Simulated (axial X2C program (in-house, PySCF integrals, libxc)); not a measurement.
**AuC: from the state search to constants**

What are the state, bond length, wavenumber and bond energy of AuC, and what does spin–orbit coupling change?

Computed with an in-house X2C program for linear molecules on PySCF integrals. Level: all-electron X2C, Au dyall-cv3z, C dyall-v3z.

All values are calculated.

## 1. The job

The input, task.json:

```json
{"zs": [79, 6], "q": 0, "bas": ["dyall-cv3z", "dyall-v3z"], "levels": ["PBE0", "HF", "B3LYP"], "cc": true, "r0": 1.88, "thr": -2.0, "nmax": 90, "npts": 10, "nst": 2, "ntry": 6}
```

Keys: zs atomic numbers; q charge; bas basis sets; levels methods (HF also brings MP2); cc coupled cluster on or off; r0 starting distance in Å; thr threshold in hartree for freezing inner shells (an s shell follows its p shell); nmax most natural virtual spinors; npts points asked for on the curve; nst determinants followed; ntry starts of the search.

On the command line:

```console
$ python so2c.py task.json out
```

Spin-free means the one-electron spin-free X2C Hamiltonian; two-component (2c) means X2C with spin–orbit coupling and atomic mean-field two-electron Coulomb and Gaunt terms. Basis: Au dyall-cv3z contracted to [13s14p9d6f4g], C dyall-v3z contracted to [7s6p2d1f]; Gaussian nuclei, density fitting. Masses: Au 196.967 u, C 12.000 u.

Notation: σ, π±, δ± give the projection m of an orbital's angular momentum (0, ±1, ±2), α and β its spin, Λ and M_S the sums; ω is the projection of a spinor's total angular momentum and Ω the sum. Logs are in hartree.

The results follow Hamiltonian by Hamiltonian and level by level.

## 2. Which state to follow

Determinants are compared with PBE0 at 1.880 Å.

Spin-free determinants:

```csv
ΔE (eV),state,open shells
0.00,"M_S = 1/2, Λ = 1",beyond closed shells: π+α
0.81,"M_S = 3/2, Λ = 0","beyond closed shells: σα, π+α, π-α"
1.42,"M_S = 1/2, Λ = 0","beyond closed shells: σβ, π+α, π-α"
1.93,"M_S = 1/2, Λ = 0",beyond closed shells: σα
2.21,"M_S = 1/2, Λ = 0","beyond closed shells: σα, π+β, π-α"
2.21,"M_S = 1/2, Λ = 2","beyond closed shells: σα, π+α, π+β"
2.50,"M_S = 3/2, Λ = 1","beyond closed shells: 2 × σα, π+α"
```

Two-component determinants:

```json
{"ΔE (eV)": "0.00", "state": "Ω = 1/2", "open shells": "excess of +ω over −ω: ω = 1/2"}
{"ΔE (eV)": "0.22", "state": "Ω = 3/2", "open shells": "excess of +ω over −ω: ω = 3/2"}
{"ΔE (eV)": "1.53", "state": "Ω = 1/2", "open shells": "excess of +ω over −ω: 2 × ω = -1/2, ω = 3/2"}
{"ΔE (eV)": "2.24", "state": "Ω = 5/2", "open shells": "excess of +ω over −ω: 2 × ω = 1/2, ω = 3/2"}
{"ΔE (eV)": "2.54", "state": "Ω = 1/2", "open shells": "excess of +ω over −ω: ω = 1/2"}
{"ΔE (eV)": "2.97", "state": "Ω = 3/2", "open shells": "excess of +ω over −ω: 3 × ω = 1/2"}
{"ΔE (eV)": "3.39", "state": "Ω = 7/2", "open shells": "excess of +ω over −ω: ω = -1/2, ω = 3/2, ω = 5/2"}
```

## 3. PBE0, spin-free

State followed: M_S = 1/2, Λ = 1 (beyond closed shells: π+α). The scan is laid around 1.835 Å, a first estimate of the minimum, and this SCF restarts from the orbitals of the search.

Output at 1.835 Å:

```text
spin-free X2C-1e  PBE0
basis functions 220  fitting functions 1108  grid points 5073
iter        total energy     max residual
   1     -19046.347894551     4.23e+01
   2     -19052.385756178     6.06e-02
   3     -19052.083933886     1.41e-01
   4     -19052.453826898     4.78e-02
   5     -19052.490236258     7.92e-03
   6     -19052.491151400     1.75e-03
   7     -19052.491221322     6.54e-04
   8     -19052.491232792     2.87e-04
   9     -19052.491234188     5.42e-05
  10     -19052.491234246     3.33e-05
  11     -19052.491234268     3.04e-06
  12     -19052.491234269     2.08e-06
converged
one-electron -26383.82086815  Coulomb 7569.40129426  exact exchange -92.23951074  xc functional -282.52424662  nuclear repulsion 136.69209699
```

Along the bond, energies from the lowest point:

```csv
R (Å),E (eV),μ (D),HOMO (eV),LUMO (eV),iterations
1.596,1.0562,-1.77,-5.98,-3.57,14
1.670,0.4556,-1.86,-6.14,-3.66,14
1.725,0.1943,-1.90,-6.25,-3.72,13
1.780,0.0520,-1.91,-6.37,-3.79,12
1.835,0.0000,-1.89,-6.48,-3.85,12
1.899,0.0238,-1.85,-6.60,-3.92,14
1.964,0.1128,-1.79,-6.72,-3.99,14
2.046,0.2902,-1.69,-6.86,-4.08,14
2.147,0.5634,-1.54,-7.02,-4.18,14
2.294,1.0038,-1.28,-7.00,-4.30,15
```

Dipoles are positive if C is the positive end.

Outer orbitals at the reference distance:

| symmetry | occupied | ε (eV) | atomic character |
| --- | --- | --- | --- |
| σα | yes | -18.12 | 54% C s, 23% Au d, 9% Au s |
| σβ | yes | -16.92 | 47% C s, 29% Au d, 9% Au s |
| π+α | yes | -11.61 | 80% Au d, 17% C p |
| π-α | yes | -11.15 | 84% Au d, 13% C p |
| π+β | yes | -11.00 | 89% Au d, 9% C p |
| π-β | yes | -11.00 | 89% Au d, 9% C p |
| σα | yes | -10.73 | 56% Au d, 19% C p, 16% C s |
| σβ | yes | -10.29 | 54% Au d, 20% C s, 14% C p |
| δ+α | yes | -10.04 | 100% Au d |
| δ-α | yes | -10.01 | 100% Au d |
| δ-β | yes | -9.99 | 100% Au d |
| δ+β | yes | -9.99 | 100% Au d |
| σα | yes | -7.50 | 44% Au s, 39% C p, 10% Au d |
| σβ | yes | -7.25 | 43% Au s, 41% C p, 8% Au d |
| π+α | yes | -6.48 | 66% C p, 18% Au d, 10% Au p |
| π-α | no | -3.85 | 65% C p, 16% Au p, 14% Au d |
| π+β | no | -2.75 | 62% C p, 25% Au p, 8% Au d |
| π-β | no | -2.75 | 62% C p, 25% Au p, 8% Au d |
| σα | no | -2.36 | 38% Au p, 26% C p, 25% Au s |

PBE0 fields in the half plane through the axis: z from -2.4 to 4.2 Å across, distance from the axis 0.15 to 2.25 Å upwards; Au lies at z = 0 and C at z = 1.835 Å; the ELF is damped to zero where the density is low.

log10 density (e/bohr³). Ten even steps from '0' (-5.00 ) to '9' (1.88 ):
```
01122222322222222111000
11222333333332222221100
12223344444333333322110
12233444544444444332211
22334455555544544433221
22334566666555555443321
22344567776656665543321
22345678987666866544322
```

ELF. Ten even steps from ' ' (0.00 ) to '@' (0.97 ):
```
          ....::......                        
        ..::::----::....                      
      ..::::--------::........::::::..        
      ..::::----==----::::::==++**++==::      
      ..::::--======------++**%%%%%%##++::    
      ....::==++++++----++##%%@@@@@@%%##==..  
        ..::++**==**++--##**--##@@@@@@%%++::  
        ..--**------**==##..@@  @@@@@@%%**::  
```

Re = 1.847 Å, ωe = 707 cm⁻¹, ωexe = 4.45 cm⁻¹, Be = 0.4367 cm⁻¹, De = 2.86 eV, μ = -1.89 D.

## 4. HF, spin-free

The SCF at the reference distance of 1.835 Å:

```text
spin-free X2C-1e  HF
basis functions 220  fitting functions 1108  grid points 5073
iter        total energy     max residual
   1     -19046.685519861     1.27e+00
   2     -19046.729674961     1.71e-02
   3     -19046.732412251     2.08e-02
   4     -19046.735363319     4.51e-03
   5     -19046.736134992     3.16e-03
   6     -19046.736421203     1.88e-03
   7     -19046.736570893     8.52e-04
   8     -19046.736611638     7.77e-04
   9     -19046.736637393     6.12e-04
  10     -19046.736672933     5.91e-04
  11     -19046.736732758     5.27e-04
  12     -19046.736814701     4.23e-04
  13     -19046.736896263     2.47e-04
  14     -19046.736901365     1.16e-04
  15     -19046.736909255     8.59e-05
  16     -19046.736909707     2.81e-05
  17     -19046.736909778     2.00e-05
  18     -19046.736909833     9.17e-06
  19     -19046.736909835     3.91e-06
  20     -19046.736909836     2.73e-06
converged
one-electron -26387.94321215  Coulomb 7573.74577395  exact exchange -369.23156863  xc functional 0.00000000  nuclear repulsion 136.69209699
```

Re = 2.024 Å, ωe = 415 cm⁻¹, ωexe = 10.9 cm⁻¹, Be = 0.3637 cm⁻¹, De = 0.310 eV, μ = -1.68 D. ⟨S²⟩ = 1.04 against 0.75 for a pure state, so this determinant mixes spins.

## 5. B3LYP, spin-free

Output at 1.835 Å:

```text
spin-free X2C-1e  B3LYP
basis functions 220  fitting functions 1108  grid points 5073
iter        total energy     max residual
   1     -19053.074944884     1.29e-01
   2     -19053.075817323     5.62e-03
   3     -19053.071817177     1.41e-02
   4     -19053.076323912     2.88e-03
   5     -19053.076471505     1.47e-03
   6     -19053.076509345     3.11e-04
   7     -19053.076511146     6.65e-05
   8     -19053.076511228     1.43e-05
   9     -19053.076511239     3.73e-06
  10     -19053.076511240     1.60e-06
converged
one-electron -26382.79703525  Coulomb 7568.35189456  exact exchange -73.78353152  xc functional -301.53993601  nuclear repulsion 136.69209699
```

Re = 1.859 Å, ωe = 690 cm⁻¹, ωexe = 4.46 cm⁻¹, Be = 0.4312 cm⁻¹, De = 2.81 eV, μ = -1.72 D.

## 6. MP2, spin-free

Correlated methods: 15 electrons correlated (frozen shells, counted by type: Au 5 s, 4 p, 2 d, 1 f; C 1 s), 263 virtual spinors in MP2.

Output of the correlated part at 1.835 Å:

```text
correlated 15  virtual 263  natural virtual 90  E(MP2) -0.546542790  MP2 remainder -0.044171762
iter   CCSD correlation   residual
   1     -0.455250657   2.10e-01
   2     -0.474302629   1.04e-01
   3     -0.481587993   4.52e-02
   4     -0.482397906   2.13e-02
   5     -0.482939648   9.85e-03
   6     -0.483121420   4.19e-03
   7     -0.483140525   2.02e-03
   8     -0.483154740   8.29e-04
   9     -0.483160881   4.36e-04
  10     -0.483162298   1.93e-04
  11     -0.483159104   6.88e-05
  12     -0.483159923   2.81e-05
  13     -0.483159207   1.38e-05
  14     -0.483159070   5.97e-06
  15     -0.483159008   3.04e-06
  16     -0.483158946   1.46e-06
  17     -0.483158926   6.73e-07
  18     -0.483158915   3.98e-07
(T) -0.025563454  T1 0.0563  D1 0.1702  max T2 0.082
```

T1 in the output is the amplitude norm over the root of the electron number; divide by √2 for the Lee–Taylor value.

Coupled cluster ran at too few distances for a curve.

MP2: No constants are quoted: the reference is strongly spin-contaminated.

## 7. A higher determinant, spin-free

State: M_S = 3/2, Λ = 0 (beyond closed shells: σα, π+α, π-α).

Output at the reference distance:

```text
spin-free X2C-1e  PBE0
basis functions 220  fitting functions 1108  grid points 5073
iter        total energy     max residual
   1     -19047.350213431     4.16e+01
   2     -19052.384090458     4.66e-02
   3     -19052.265111417     8.72e-02
   4     -19052.458065703     6.83e-03
   5     -19052.458080626     8.53e-03
   6     -19052.459764886     1.28e-03
   7     -19052.459799505     2.75e-04
   8     -19052.459804398     1.51e-04
   9     -19052.459806589     1.27e-04
  10     -19052.459807187     3.92e-05
  11     -19052.459807374     1.57e-05
  12     -19052.459807409     1.88e-06
  13     -19052.459807410     5.02e-07
converged
one-electron -26385.15632536  Coulomb 7570.88176240  exact exchange -92.27996052  xc functional -282.59738092  nuclear repulsion 136.69209699
```

```csv
R (Å),E above the lowest PBE0 point (eV)
1.596,2.165
1.670,1.482
1.725,1.162
1.780,0.963
1.835,0.855
1.899,0.817
1.964,0.846
2.046,0.948
2.147,1.130
```

Re = 1.900 Å, ωe = 621 cm⁻¹, ωexe = 5.35 cm⁻¹, Be = 0.4129 cm⁻¹, μ = -2.77 D. Te = 0.82 eV.

## 8. The spin-free curves together

Energy (eV) of the followed determinant, spin-free, from each level's lowest point:

```csv
R (Å),PBE0,HF,MP2 (spin-contaminated),B3LYP
1.596,1.056,1.787,0.713,1.124
1.670,0.456,1.040,0.222,0.500
1.725,0.194,0.656,0.054,0.223
1.780,0.052,0.385,0.000,0.066
1.835,0.000,0.202,0.029,0.000
1.899,0.024,0.075,0.142,0.009
1.964,0.113,0.014,0.318,0.084
2.046,0.290,0.000,0.600,0.244
2.147,0.563,0.038,0.972,0.499
2.294,1.004,0.131,1.472,0.916
```

## 9. PBE0, 2c

State followed: Ω = 1/2 (excess of +ω over −ω: ω = 1/2). The scan is laid around 1.835 Å, a first estimate of the minimum, and this SCF restarts from the orbitals of the search.

Output at 1.835 Å:

```text
two-component X2C + atomic mean field  PBE0
basis functions 220  fitting functions 1108  grid points 5073
iter        total energy     max residual
   1     -19048.695571413     4.28e+01
   2     -19054.851146309     6.06e-02
   3     -19054.535063331     1.47e-01
   4     -19054.912980053     5.39e-02
   5     -19054.956525152     7.37e-03
   6     -19054.957224875     1.83e-03
   7     -19054.957296548     6.98e-04
   8     -19054.957310346     3.09e-04
   9     -19054.957312278     6.75e-05
  10     -19054.957312433     4.59e-05
  11     -19054.957312510     1.11e-05
  12     -19054.957312530     5.67e-06
  13     -19054.957312534     2.04e-06
  14     -19054.957312535     7.27e-07
converged
one-electron -26365.54035093  Coulomb 7566.32086940  exact exchange -92.21925030  xc functional -282.53332285  nuclear repulsion 136.69209699  atomic mean-field constant -17.67735484
```

Along the bond, energies from the lowest point:

```csv
R (Å),E (eV),μ (D),HOMO (eV),LUMO (eV),iterations
1.596,0.9455,-1.67,-6.20,-3.40,14
1.670,0.3841,-1.79,-6.32,-3.51,13
1.725,0.1492,-1.84,-6.41,-3.59,14
1.780,0.0308,-1.86,-6.50,-3.67,14
1.835,0.0000,-1.86,-6.58,-3.75,14
1.899,0.0455,-1.84,-6.68,-3.84,14
1.964,0.1533,-1.79,-6.77,-3.92,14
2.046,0.3513,-1.70,-6.88,-4.02,14
2.147,0.6453,-1.55,-6.98,-4.13,15
2.294,1.1100,-1.30,-6.99,-4.28,16
```

Dipoles are positive if C is the positive end.

Outer spinors at the reference distance:

```tsv
ω	occupied	ε (eV)	atomic character	λ mixture
-1/2	yes	-18.17	53% C s, 24% Au d, 9% Au s	100% σ
1/2	yes	-16.98	46% C s, 30% Au d, 9% Au s	99% σ, 1% π
1/2	yes	-12.12	79% Au d, 13% C p, 4% C s	89% π, 11% σ
-1/2	yes	-11.79	82% Au d, 8% C p, 5% C s	72% π, 28% σ
-3/2	yes	-11.47	92% Au d, 7% C p	58% π, 42% δ
3/2	yes	-11.43	95% Au d, 4% C p	51% π, 49% δ
-1/2	yes	-10.43	63% Au d, 19% C p, 11% C s	73% σ, 27% π
-3/2	yes	-10.23	90% Au d, 8% C p	58% δ, 42% π
3/2	yes	-10.19	93% Au d, 6% C p	51% δ, 49% π
1/2	yes	-10.18	55% Au d, 17% C s, 17% C p	89% σ, 11% π
-5/2	yes	-9.48	100% Au d	100% δ
5/2	yes	-9.46	100% Au d	100% δ
-1/2	yes	-7.53	44% Au s, 39% C p, 11% Au d	100% σ
1/2	yes	-7.32	44% C p, 40% Au s, 7% Au d	96% σ, 4% π
1/2	yes	-6.58	63% C p, 16% Au d, 12% Au p	94% π, 6% σ
-3/2	no	-3.75	64% C p, 16% Au d, 14% Au p	100% π
-1/2	no	-3.04	54% C p, 31% Au p, 6% Au d	82% π, 18% σ
3/2	no	-2.66	63% C p, 23% Au p, 9% Au d	100% π
-1/2	no	-2.26	35% Au p, 33% C p, 20% Au s	82% σ, 18% π
```

PBE0 fields in the half plane through the axis: z from -2.4 to 4.2 Å across, distance from the axis 0.15 to 2.25 Å upwards; Au lies at z = 0 and C at z = 1.835 Å; the ELF is damped to zero where the density is low.

log10 density (e/bohr³). Ten even steps from '0' (-5.01 ) to '9' (1.88 ):
```
01122222322222222111000
11222333333333222221100
12223344444333333322110
12233444544444444332211
22334455555544544433221
22344566666555555443321
22344567776666665543322
22345678987666866544322
```

ELF. Ten even steps from ' ' (0.00 ) to '@' (0.97 ):
```
          ....::::....                        
        ..::::----::....                      
      ..::::--------::........::::::..        
    ....::----====----::::::==++**++==::      
      ..::::--======----==++**%%%%%%##++::    
      ....::==++++++----++####@@@@@@%%##==..  
        ..::++**==**++--##**--##@@@@@@%%++::  
        ..--**------++==##..@@  @@@@@@%%**::  
```

Re = 1.831 Å, ωe = 727 cm⁻¹, ωexe = 4.51 cm⁻¹, Be = 0.4447 cm⁻¹, De = 3.05 eV, μ = -1.86 D.

## 10. HF, 2c

Output at 1.835 Å:

```text
two-component X2C + atomic mean field  HF
basis functions 220  fitting functions 1108  grid points 5073
iter        total energy     max residual
   1     -19049.081740600     1.27e+00
   2     -19049.126324880     1.70e-02
   3     -19049.129194225     2.06e-02
   4     -19049.132222091     4.73e-03
   5     -19049.133097807     3.52e-03
   6     -19049.133448616     2.18e-03
   7     -19049.133660751     1.05e-03
   8     -19049.133731249     9.51e-04
   9     -19049.133778853     7.86e-04
  10     -19049.133841112     7.28e-04
  11     -19049.133938117     6.20e-04
  12     -19049.134059212     4.84e-04
  13     -19049.134163102     2.95e-04
  14     -19049.134171445     1.76e-04
  15     -19049.134184346     1.67e-04
  16     -19049.134187381     1.30e-04
  17     -19049.134189883     1.17e-04
  18     -19049.134190953     5.51e-05
  19     -19049.134191521     3.02e-05
  20     -19049.134191647     1.47e-05
  21     -19049.134191664     7.08e-06
  22     -19049.134191679     4.41e-06
  23     -19049.134191683     2.70e-06
  24     -19049.134191684     1.80e-06
converged
one-electron -26369.61082270  Coulomb 7570.61157719  exact exchange -369.14968832  xc functional 0.00000000  nuclear repulsion 136.69209699  atomic mean-field constant -17.67735484
```

Re = 1.989 Å, ωe = 451 cm⁻¹, ωexe = 10.4 cm⁻¹, Be = 0.3769 cm⁻¹, De = 0.414 eV, μ = -1.79 D.

## 11. B3LYP, 2c

The SCF at the reference distance of 1.835 Å:

```text
two-component X2C + atomic mean field  B3LYP
basis functions 220  fitting functions 1108  grid points 5073
iter        total energy     max residual
   1     -19055.552339360     1.29e-01
   2     -19055.553189573     5.49e-03
   3     -19055.548618819     1.52e-02
   4     -19055.553695215     3.08e-03
   5     -19055.553873900     1.49e-03
   6     -19055.553910501     3.45e-04
   7     -19055.553912465     7.82e-05
   8     -19055.553912567     1.94e-05
   9     -19055.553912584     3.03e-06
  10     -19055.553912584     1.08e-06
converged
one-electron -26364.51813874  Coulomb 7565.27326977  exact exchange -73.76733497  xc functional -301.55645079  nuclear repulsion 136.69209699  atomic mean-field constant -17.67735484
```

Re = 1.842 Å, ωe = 709 cm⁻¹, ωexe = 4.54 cm⁻¹, Be = 0.4392 cm⁻¹, De = 3.00 eV, μ = -1.70 D.

## 12. MP2, 2c

Correlated methods: 15 electrons correlated (frozen shells, counted by type: Au 5 s, 4 p, 2 d, 1 f; C 1 s), 263 virtual spinors in MP2.

Output of the correlated part at 1.835 Å:

```text
correlated 15  virtual 263  natural virtual 90  E(MP2) -0.545991780  MP2 remainder -0.043901800
iter   CCSD correlation   residual
   1     -0.454799824   2.10e-01
   2     -0.473935462   1.05e-01
   3     -0.481347463   4.62e-02
   4     -0.482321201   2.27e-02
   5     -0.482966524   1.09e-02
   6     -0.483189753   4.72e-03
   7     -0.483220316   2.27e-03
   8     -0.483238195   9.56e-04
   9     -0.483241851   5.40e-04
  10     -0.483245488   2.86e-04
  11     -0.483240211   1.64e-04
  12     -0.483242356   1.08e-04
  13     -0.483240760   7.23e-05
  14     -0.483241193   3.94e-05
  15     -0.483241603   1.89e-05
  16     -0.483241577   1.07e-05
  17     -0.483241500   6.15e-06
  18     -0.483241477   4.08e-06
  19     -0.483241341   2.65e-06
  20     -0.483241387   1.41e-06
  21     -0.483241358   8.53e-07
  22     -0.483241362   5.21e-07
(T) -0.025729215  T1 0.0583  D1 0.1775  max T2 0.067
```

Coupled cluster ran at too few distances for a curve.

MP2: No constants are quoted: the reference is strongly spin-contaminated.

## 13. A higher determinant, 2c

State: Ω = 3/2 (excess of +ω over −ω: ω = 3/2).

Output at the reference distance:

```text
two-component X2C + atomic mean field  PBE0
basis functions 220  fitting functions 1108  grid points 5073
iter        total energy     max residual
   1     -19048.684229635     4.27e+01
   2     -19054.842453581     6.07e-02
   3     -19054.530174762     1.42e-01
   4     -19054.909411907     4.72e-02
   5     -19054.947374107     7.64e-03
   6     -19054.948216399     1.75e-03
   7     -19054.948292609     6.76e-04
   8     -19054.948306569     3.03e-04
   9     -19054.948308867     5.97e-05
  10     -19054.948309247     4.68e-05
  11     -19054.948309539     2.94e-05
  12     -19054.948309699     1.01e-05
  13     -19054.948309727     3.24e-06
  14     -19054.948309729     1.85e-06
  15     -19054.948309730     9.22e-07
converged
one-electron -26365.80299450  Coulomb 7566.60059859  exact exchange -92.22203342  xc functional -282.53862255  nuclear repulsion 136.69209699  atomic mean-field constant -17.67735484
```

```csv
R (Å),E above the lowest PBE0 point (eV)
1.596,1.373
1.670,0.747
1.725,0.468
1.780,0.311
1.835,0.245
1.899,0.255
1.964,0.332
2.046,0.497
2.147,0.759
```

Re = 1.858 Å, ωe = 696 cm⁻¹, ωexe = 4.31 cm⁻¹, Be = 0.4315 cm⁻¹, μ = -1.91 D. Te = 0.24 eV.

## 14. The 2c curves together

Energy (eV) of the followed determinant, 2c, from each level's lowest point:

```csv
R (Å),PBE0,HF,MP2 (spin-contaminated),B3LYP
1.596,0.946,1.589,0.633,1.015
1.670,0.384,0.889,0.194,0.429
1.725,0.149,0.538,0.042,0.178
1.780,0.031,0.297,0.000,0.045
1.835,0.000,0.141,0.041,0.000
1.899,0.045,0.039,0.168,0.030
1.964,0.153,0.000,0.357,0.124
2.046,0.351,0.009,0.656,0.304
2.147,0.645,0.069,1.047,0.579
2.294,1.110,0.186,1.571,1.019
```

Time for the job: 3 min (1 thread of Arm Neoverse V1, shared host).

## 15. Results

Lowest determinant that the search found at its distance, spin-free: M_S = 1/2, Λ = 1 (beyond closed shells: π+α).

Lowest determinant that the search found at its distance, 2c: Ω = 1/2 (excess of +ω over −ω: ω = 1/2).

```csv
Hamiltonian,level,Re (Å),ωe (cm⁻¹),De (eV),μ (D)
spin-free,PBE0,1.847,707,2.86,-1.89
spin-free,HF,2.024,415,0.310,-1.68
spin-free,B3LYP,1.859,690,2.81,-1.72
2c,PBE0,1.831,727,3.05,-1.86
2c,HF,1.989,451,0.414,-1.79
2c,B3LYP,1.842,709,3.00,-1.70
```

Dipoles are positive if C is the positive end. No constants: spin-free MP2 (the reference is strongly spin-contaminated); 2c MP2 (the reference is strongly spin-contaminated). Spin-free ⟨S²⟩ is off its pure value at HF 1.04.

Time per point (s) on 1 thread of Arm Neoverse V1, shared host (2c runs); the times are rough: PBE0 1.2, HF 1.4, B3LYP 1.2.

At PBE0, going from spin-free to two-component changes Re by -17 mÅ, ωe by +2.7 %, which is small (part of it comes from the scalar share of the two-electron terms). It costs about 1.6 times the time. De moves by +0.19 eV; both De rest on single-determinant atoms, which can miss part of an open shell's spin–orbit lowering.

De refers to Au + C, each in the lowest determinant found, which need not be this curve's own limit. Each curve is one determinant whose occupation by symmetry is held fixed; it was picked as the lowest of a PBE0 search that is not exhaustive. De is counted from the lowest determinant-based energies of the atoms at the same level, without counterpoise correction. Density functionals use the spin component along the axis (collinear). The spin-free determinant is spin-contaminated at some levels.
